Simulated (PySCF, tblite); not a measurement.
# CH₇NO₃Si, a small molecule taken as a stand-in for a surface group (hydroxylated Si): NMR shifts, core binding energies and electronic excitations

Wanted: the NMR shifts, core binding energies and electronic excitations for `CN[Si](O)(O)O`.

Computed with tblite 0.8.0 and PySCF 2.14.0; each step states its level. No surroundings beyond the atoms listed, unless a continuum is named. Atoms count from 0, parts from 1.

### 1 The system as given

13 atoms, charge 0, multiplicity 1; geometry: distance geometry start.

### 2 Relaxing the cluster with GFN2-xTB

What the job is given:

```
{"job": {"kind": "relax", "xc": "GFN2-xTB", "basis": "xTB"}, "charge": 0, "multiplicity": 1}
O     -1.591714    -1.846003     0.584071
Si    -0.030790    -1.024125     0.585249
O      0.749629    -1.212765    -0.970014
O      0.988028    -1.713930     1.858198
N     -0.287444     0.746830     0.947896
C     -0.117128     1.164219     2.293890
H     -1.824641    -2.597357     1.168063
H      0.776359    -2.028957    -1.482397
H      0.717207    -1.957352     2.740916
H      0.049497     1.409565     0.212829
H     -0.801236     1.926173     2.532946
H      0.834597     1.525650     2.437268
H     -0.293258     0.360582     2.952814
```

Method: GFN2-xTB geometry optimisation, gas phase.

Command:

```bash
> OMP_NUM_THREADS=1 python cluster_run.py task.json out
```

The driver reads the jobs from task.json and runs them one after another.

**Question.** The jobs that follow are: PBE0-D3(BJ)/def2-SVP geometry optimisation, gas phase; GIAO PBE0/pcSseg-1 NMR shielding, non-relativistic, gas phase; delta-SCF UKS SCAN, pcX-2 on the ionised atom, pcseg-1 elsewhere, spin-free X2C; TDDFT CAM-B3LYP/def2-SVPD, vertical, gas phase, core orbitals frozen in the response. Predict: point group; rotational constants (main isotopes); ¹³C shifts against TMS (PBE0/pcSseg-1); ¹H shifts against TMS (PBE0/pcSseg-1); ¹⁷O shifts against H2O (PBE0/pcSseg-1); ²⁹Si shifts against TMS (PBE0/pcSseg-1); ¹⁵N shifts against NH3 (PBE0/pcSseg-1); surface potential, 1st and 99th percentile; O1s binding energies, SCAN/pcX-2; Si2p binding energies, SCAN/pcX-2; N1s binding energies, SCAN/pcX-2; lowest singlet (CAM-B3LYP/def2-SVPD); brightest single state of those computed; lowest triplet; vertical ionisation energy (ΔSCF).

**Answer**, as computed:

```
                                quantity                                         value
                             point group                                            C1
    rotational constants (main isotopes)                          3.78, 2.18, 2.03 GHz
  ¹³C shifts against TMS (PBE0/pcSseg-1)                                      28.8 ppm
   ¹H shifts against TMS (PBE0/pcSseg-1)  2.65, 2.51, 2.42, 1.63, 1.55, 1.13, 0.40 ppm
  ¹⁷O shifts against H2O (PBE0/pcSseg-1)                          51.5, 48.9, 46.6 ppm
 ²⁹Si shifts against TMS (PBE0/pcSseg-1)                                     -54.2 ppm
  ¹⁵N shifts against NH3 (PBE0/pcSseg-1)                                      26.3 ppm
   surface potential, 1st and 99th percentile                            -1.53 V and 2.18 V
        O1s binding energies, SCAN/pcX-2            O3 538.61, O2 538.54, O0 538.48 eV
       Si2p binding energies, SCAN/pcX-2                                 Si1 108.19 eV
        N1s binding energies, SCAN/pcX-2                                  N4 404.57 eV
    lowest singlet (CAM-B3LYP/def2-SVPD)                   6.11 eV (203 nm), f = 0.005
brightest single state of those computed                   state 4, 7.71 eV, f = 0.048
                          lowest triplet                                       5.92 eV
       vertical ionisation energy (ΔSCF)                                       9.35 eV
```

What this shows: The optimisation took 10 steps and gained 0.187 eV; among the close pairs (by a distance rule), O0–Si1 changed most, from 1.615 to 1.659 Å (PBE0/def2-SVP). O3 (oxygen bonded to Si, H) binds its O1s electron 0.13 eV more tightly than O0 (oxygen bonded to Si, H). The lowest singlet, at 6.11 eV, is HOMO→LUMO 0.84 and is weak; of the 6 states computed, the strongest absorption comes from state 4 at 7.71 eV. The lowest triplet lies 0.19 eV below the lowest singlet (triplets in Tamm-Dancoff, singlets in full TDDFT). ΔSCF puts the ionisation energy at 9.35 eV, 0.90 eV above −ε(HOMO). A capped cluster stands for the solid here, so long-range fields and strain are missing, and bands or shifts of the capping hydrogens have no counterpart in it.
